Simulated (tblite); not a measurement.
# C5H13Si2: the cost of one run

Programs: tblite 0.8.0 and PySCF 2.14.0, with density-fitted response routines of our own. Each step states its level of theory. These are calculated values for one molecule in the gas phase, unless marked as measured. Atoms are numbered from 0 throughout.

## 1. The starting structure

20 atoms, charge 0, multiplicity 2; geometry from: force field or distance geometry start.

Bonds of the start (Å): C0–C1 1.53, C1–C2 1.52, C2–C3 1.49, C3–Si4 1.83, C3–C5 1.32, C5–Si6 1.82, C0–H7 1.10, C0–H8 1.13, C0–H9 1.12, C1–H10 1.11, C1–H11 1.12, C2–H12 1.14, C2–H13 1.10, Si4–H14 1.47, Si4–H15 1.47, Si4–H16 1.47, C5–H17 1.08, Si6–H18 1.44, Si6–H19 1.46.

## 2. Optimising the geometry with GFN2-xTB

Job settings and geometry (Å):

```
{"job": {"kind": "relax", "xc": "GFN2-xTB", "basis": "xTB"}, "charge": 0, "multiplicity": 2}
C     -2.599900    -0.881900    -0.088900
C     -1.375800    -0.053800    -0.481500
C     -0.249100    -0.243000     0.516800
C      0.974100     0.540400     0.188300
Si     0.867800     2.369200     0.099900
C      2.114400    -0.093900    -0.007000
Si     2.168100    -1.906600     0.107000
H     -3.219200    -1.122500    -0.967300
H     -2.302200    -1.806000     0.481200
H     -3.232500    -0.237000     0.573500
H     -0.996500    -0.369100    -1.471100
H     -1.694900     1.015500    -0.514500
H     -0.630300     0.175900     1.502500
H     -0.076000    -1.317700     0.679300
H     -0.543800     2.717300    -0.138000
H      1.708100     2.853200    -1.008000
H      1.348000     2.890600     1.393300
H      2.990100     0.498100    -0.231700
H      1.207800    -2.614700    -0.706300
H      3.536700    -2.403000     0.069400
```

The run is started by

```sh
$ OMP_NUM_THREADS=1 python probes_run.py task.json out
```

This one command runs all jobs of the session in turn.

Q: Estimate the wall time of this first job on 1 thread of Arm Neoverse V2, shared host.

About 1.3 s.
